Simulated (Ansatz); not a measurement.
# C2H9NO2Si: the cost of one run

All numbers are computed with Ansatz 0.2.0, driven from Python. Level of theory: PBE0+D4/6-31G*.

### Step 1. The structure

Bond lengths: C1–N2 1.469 Å, N2–C3 1.471 Å, N2–Si4 1.707 Å, Si4–O5 1.644 Å, Si4–O6 1.642 Å, C1–H7 1.097 Å, C1–H8 1.097 Å, C1–H9 1.097 Å, C3–H10 1.097 Å, C3–H11 1.097 Å, C3–H12 1.097 Å, Si4–H13 1.472 Å, O5–H14 0.969 Å, O6–H15 0.968 Å. Angles (14 of 23 angles, heavy atoms first): C1–N2–C3 108.0°, C1–N2–Si4 121.1°, C3–N2–Si4 119.8°, N2–Si4–O5 104.7°, N2–Si4–O6 106.7°, O5–Si4–O6 109.4°, N2–C1–H7 111.7°, N2–C1–H8 111.5°, N2–C1–H9 111.2°, N2–C3–H10 111.4°, N2–C3–H11 111.2°, N2–C3–H12 111.6°, N2–Si4–H13 110.8°, O5–Si4–H13 111.9°.

No structure file is read: the coordinates are typed or built in the script.

### Step 2. Script

Input file c2h9no2si_energy.py:

```python
"""Single point of C2H9NO2Si in a Gaussian basis."""

import warnings

import ansatz as az
from ase import Atoms

warnings.simplefilter("ignore", az.DeckWarning)

atoms = Atoms(["C", "N", "C", "Si", "O", "O", "H", "H", "H", "H", "H", "H", "H", "H", "H"], positions=[
    (-0.7051, 0.8968, -0.9527),
    (-0.2311, -0.311, -0.2632),
    (-1.4037, -1.0182, 0.2728),
    (1.2311, -0.3055, 0.6183),
    (2.3854, 0.0633, -0.492),
    (1.1182, 0.9126, 1.7129),
    (-1.1066, 1.6345, -0.2473),
    (0.0996, 1.3754, -1.524),
    (-1.4876, 0.6557, -1.6823),
    (-1.1373, -2.0197, 0.6333),
    (-2.1634, -1.1719, -0.503),
    (-1.864, -0.4677, 1.1023),
    (1.4704, -1.6173, 1.2427),
    (2.2266, -0.3508, -1.3535),
    (1.5675, 1.7239, 1.4357),
])
system = az.Crystal.molecule_from_ase(atoms)

base = system.calculation()
base = base.basis(gaussian="6-31G*").functional("pbe0", dispersion="d4")
trace = []
outcome = base.session().plan().execute(on_event=trace.append)
rep = outcome.report
for event in trace:
    if event["event"] == "mean_field_evaluation" and event["data"]["evaluation"] <= 25:
        print("pass {evaluation:3d}  E = {energy_ev:.6f} eV  gradient {gradient_ev:.1e}".format(**event["data"]))

for key in ("converged", "free_energy_ev", "reference_energy_ev", "n_frozen", "n_occupied", "n_virtual"):
    print(f"{key:22s} {rep[key]}")

state = rep["mean_field"]["state"]
print(f"mean field: {state['energy']['hartree']:.7f} Ha, <S^2> = {abs(state['spin_squared']):.4f}, stability: {state.get('stability', {}).get('kind')}")
```

### Step 3. The run

Started as:

```sh
> python c2h9no2si_energy.py
```

What time and memory should one allow on 1 thread of Arm Neoverse V1, shared host?

About 6.6 s, with a peak of 0.32 GiB.
